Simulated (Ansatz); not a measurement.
# C2H3BrO: one species, many methods

An exercise on one series of results from a longer session: the logs are not shown, and one member is left open.

Program: Ansatz 0.2.0, Gaussian basis. Level of theory: functionals in def2-TZVPP, the program's frozen cores in correlated methods. These are calculated values, not measurements.

Plan: LDA (SPW92), PBE-D4, revPBE-D4, BLYP-D4, r2SCAN-D4, B97M-V, PBE0-D4, B3LYP-D4, r2SCANh-D4, r2SCAN0-D4, HSE06-D4, BHLYP-D4, CAM-B3LYP-D4, LC-ωPBE, ωB97X-V, ωB97M-V, B2PLYP, PBE-QIDH; CCSD(T)/def2-SVP; CCSD(T)/def2-TZVPP; MP2/def2-QZVPP; extrapolation to the limit; RPA on PBE.

**The geometry**

All runs share one geometry, relaxed beforehand with PBE0-D4 in a triple-zeta def2 set.

SMILES `BrC1CO1`, 7 atoms, charge 0, spin multiplicity 1.

Atoms are counted from 1 here; the program's logs count them from 0.

Bond lengths: Br1–C2 1.922 Å, C2–C3 1.452 Å, C2–O4 1.381 Å, C2–H5 1.084 Å, C3–O4 1.431 Å, C3–H6 1.085 Å, C3–H7 1.086 Å. Angles: Br1–C2–C3 120.1°, Br1–C2–O4 117.3°, Br1–C2–H5 110.1°, C3–C2–O4 60.7°, C3–C2–H5 123.1°, O4–C2–H5 117.2°, C2–C3–O4 57.2°, C2–C3–H6 118.5°, C2–C3–H7 119.9°, O4–C3–H6 115.0°, O4–C3–H7 115.2°, H6–C3–H7 116.8°, C2–O4–C3 62.1°.

The first run:

in.yaml

```yaml
crystal:
  periodic: [false, false, false]
  atoms:
    - {symbol: Br, position_ang: [1.345694, -0.896659, -1.581266]}
    - {symbol: C, position_ang: [-0.150179, -0.459869, -0.456728]}
    - {symbol: C, position_ang: [0.018221, 0.455853, 0.656881]}
    - {symbol: O, position_ang: [-0.661116, 0.819762, -0.549422]}
    - {symbol: H, position_ang: [-0.860995, -1.278575, -0.448071]}
    - {symbol: H, position_ang: [0.985503, 0.927272, 0.798503]}
    - {symbol: H, position_ang: [-0.615727, 0.364216, 1.534302]}
basis:
  gaussian: {orbitals: def2-TZVPP}
hamiltonian: {xc: lda}
output: {orbitals: {seedname: orbitals}}
```

Launch:

```
$ ansatz run in.yaml --threads 2 --pin off --events-out ev --progress --plain --max-ram 4352MiB
```

Among the steps run: LDA; PBE-D4 (GGA); revPBE-D4 (GGA); BLYP-D4 (GGA); r2SCAN-D4 (meta-GGA); B97M-V (meta-GGA); PBE0-D4 (hybrid); B3LYP-D4 (hybrid); r2SCANh-D4 (hybrid); r2SCAN0-D4 (hybrid); HSE06-D4 (hybrid); BHLYP-D4 (hybrid); CAM-B3LYP-D4 (range-separated); LC-ωPBE (range-separated); ωB97X-V (range-separated); ωB97M-V (range-separated); B2PLYP (double hybrid); PBE-QIDH (double hybrid).

One of the session's tables, all rows but one given; the rest of the session is left out.

It belongs to the step «Orbital energies across the functionals». 

| functional | HOMO (eV) | gap (eV) |
| --- | --- | --- |
| LDA (SPW92) | -6.84 | 5.59 |
| PBE-D4 | -6.68 | 5.65 |
| revPBE-D4 | -6.63 | 5.68 |
| BLYP-D4 | -6.54 | 5.59 |
| r2SCAN-D4 | -6.99 | 6.21 |
| B97M-V | -7.09 | 6.36 |
| PBE0-D4 | -8.02 | 8.01 |
| B3LYP-D4 | ? | ? |
| r2SCANh-D4 | -7.48 | 7.07 |
| r2SCAN0-D4 | -8.22 | 8.36 |
| HSE06-D4 | -7.62 | 7.23 |
| BHLYP-D4 | -9.21 | 10.24 |
| CAM-B3LYP-D4 | -9.39 | 10.48 |
| LC-ωPBE | -10.78 | 13.15 |
| ωB97X-V | -10.40 | 12.64 |
| ωB97M-V | -10.28 | 12.33 |

**Question.** Estimate the row for B3LYP-D4.

Worked estimate for «HOMO (eV)». Against the share of exact exchange, BLYP-D4 (0, -6.54), BHLYP-D4 (0.5, -9.21) give a slope of -5.34 per unit share; at 0.2 the line stands at -7.61.

As computed: HOMO (eV): -7.78; gap (eV): 7.47. In «HOMO (eV)» the line misses by +0.17.
